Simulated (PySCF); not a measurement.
**WNH: singlet, from a PBE0 minimum start**

The task is one start of a wider search on WNH: the singlet, from a PBE0 minimum start. It is relaxed, tested by its Hessian and followed downhill if it is a saddle.

Method: PBE0, basis W def2-TZVP with ECP60, N def2-TZVP, H def2-TZVP, scalar-relativistic core potentials, no spin–orbit coupling, density fitting; program: PySCF 2.14.0.

### Step 1. The starting structure

3 atoms, charge 0, spin multiplicity 1.

Bond lengths: W1–N2 1.644 Å, W1–H3 1.695 Å. Angles: N2–W1–H3 94.7°.

```xyz
3
charge 0 multiplicity 1
W     0.0769    0.0000   -0.0860
N    -1.1073    0.0000    1.0547
H     1.3488    0.0000    1.0348
```

### Step 2. The SCF at the typed geometry

The steps below are one call of a driver around PySCF. For each, scf.py gives the equivalent set-up of the SCF; relaxations use the driver's own optimiser. After this first run the driver tries any further starts and a stability analysis.

scf.py

```python
from pyscf import gto, scf, dft
mol = gto.M(atom='''
W      0.076903     0.000000    -0.085959
N     -1.107310     0.000000     1.054719
H      1.348787     0.000000     1.034819''',
    basis={'W': 'def2-TZVP', 'N': 'def2-TZVP', 'H': 'def2-TZVP'},
    ecp={'W': 'def2-TZVP'},
    charge=0, spin=0)
mf = dft.RKS(mol, xc='PBE0')
mf.grids.atom_grid = (50, 194)
aux = {'W': 'def2-universal-JKFIT', 'N': 'def2-universal-JKFIT', 'H': 'def2-universal-JKFIT'}
mf = mf.density_fit(auxbasis=aux)
mf.conv_tol = 1e-08
mf.diis_space = 10
mf.max_cycle = 60
mf.init_guess = 'minao'
mf.verbose = 4
mf.kernel()
```

Command:

```sh
> OMP_NUM_THREADS=2 python axn.py task.json out
```

Further steps of the session: Relaxing the singlet from the PBE0 minimum start; Is it a minimum? Harmonic modes; The broken-symmetry singlet; Hessian and properties.

Before running it: what results should come out? Wanted: minimum; geometry; wavenumbers; dipole moment; highest occupied, lowest empty level; polar-tensor charge of W1; zero-point energy; atomisation energy; ⟨S²⟩.

The runs gave:

| quantity | value |
| --- | --- |
| minimum | broken-symmetry (Ms = 0), Cs |
| geometry | W–H 1.700 Å, W–N 1.648 Å; H–W–N 96.5° |
| wavenumbers (cm⁻¹) | 679, 1174, 2011 |
| dipole moment | 4.26 D |
| highest occupied, lowest empty level (either spin) | -6.28, -2.66 eV |
| polar-tensor charge of W1 | +0.81 e |
| zero-point energy | 23.1 kJ/mol |
| entropy at 298.15 K | 259.3 J/(mol K) |
| atomisation energy (no zero-point energy) | 863 kJ/mol |
| ⟨S²⟩ | 0.970 |

What this shows: The molecule stays Cs, as typed, and the end point is a minimum. The determinant is spin-contaminated (⟨S²⟩ = 0.97 against 0.00), so it is no pure spin state. The strongest infrared band lies at 2011 cm⁻¹ (stretch). The first SCF alone would have been 59 kJ/mol too high. Only this shape and spin were tried, so other structures or states may lie lower. The SCF density has lower symmetry than the nuclear frame. Spin–orbit coupling, left out here, can matter for elements this heavy.
